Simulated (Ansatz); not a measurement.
# C2H12N4Si: the cost of one run

All numbers below are computed with Ansatz 0.2.0 (RKS PBE-D4/STO-3G).

### 1 The structure to begin with

Bond lengths (14 of 18 bonds, heavy atoms first): Si1–N2 1.820 Å, N2–C3 1.470 Å, N2–C7 1.470 Å, Si1–N11 1.820 Å, Si1–N14 1.819 Å, Si1–N17 1.819 Å, C3–H4 1.110 Å, C3–H5 1.110 Å, C3–H6 1.110 Å, C7–H8 1.110 Å, C7–H9 1.110 Å, C7–H10 1.110 Å, N11–H12 1.060 Å, N11–H13 1.060 Å. Angles (14 of 30 angles, heavy atoms first): Si1–N2–C3 120.0°, Si1–N2–C7 120.0°, C3–N2–C7 120.0°, N2–Si1–N11 109.5°, N2–Si1–N14 109.5°, N2–Si1–N17 109.5°, N11–Si1–N14 109.5°, N11–Si1–N17 109.5°, N14–Si1–N17 109.5°, N2–C3–H4 109.5°, N2–C3–H5 109.5°, N2–C3–H6 109.5°, N2–C7–H8 109.5°, N2–C7–H9 109.5°.

The coordinates stand in the first input below.

### 2 Preparing the start

input.yaml reads:

```yaml
crystal:
  periodic: [false, false, false]
  atoms:
    - { symbol: Si, position_ang: [0.0, 0.0, 0.0] }
    - { symbol: "N", position_ang: [0.0, 0.0, 1.82] }
    - { symbol: C, position_ang: [-1.2162, -0.3762, 2.555] }
    - { symbol: H, position_ang: [-1.8642, -0.9999, 1.9045] }
    - { symbol: H, position_ang: [-0.9378, -0.9533, 3.4614] }
    - { symbol: H, position_ang: [-1.7663, 0.5401, 2.8549] }
    - { symbol: C, position_ang: [1.2162, 0.3762, 2.555] }
    - { symbol: H, position_ang: [1.4641, -0.4163, 3.2916] }
    - { symbol: H, position_ang: [2.0585, 0.4943, 1.8418] }
    - { symbol: H, position_ang: [1.0457, 1.3351, 3.0874] }
    - { symbol: "N", position_ang: [1.7163, 0.0, -0.6061] }
    - { symbol: H, position_ang: [2.2145, -0.918, -0.7868] }
    - { symbol: H, position_ang: [2.2175, 0.918, -0.7783] }
    - { symbol: "N", position_ang: [-0.8572, 1.4851, -0.6061] }
    - { symbol: H, position_ang: [-1.8773, 1.43, -0.8888] }
    - { symbol: H, position_ang: [-0.3367, 2.4058, -0.6766] }
    - { symbol: "N", position_ang: [-0.8572, -1.4851, -0.6061] }
    - { symbol: H, position_ang: [-1.3922, -2.1014, 0.0704] }
    - { symbol: H, position_ang: [-0.8219, -1.7344, -1.6357] }
basis:
  gaussian: { orbitals: STO-3G }
hamiltonian:
  xc: pbe
  dispersion: d4
relax:
  f_tol: 0.02
  max_steps: 40
```

Command:

```sh
$ ansatz run input.yaml --threads 1 --pin off --max-ram 2048MiB --backend cpu --events-out ev --progress --plain --runs-dir out
```

Q: Estimate wall time and peak memory on 1 thread of Arm Neoverse V2, shared host.

About 82 s, with a peak of 0.14 GiB.
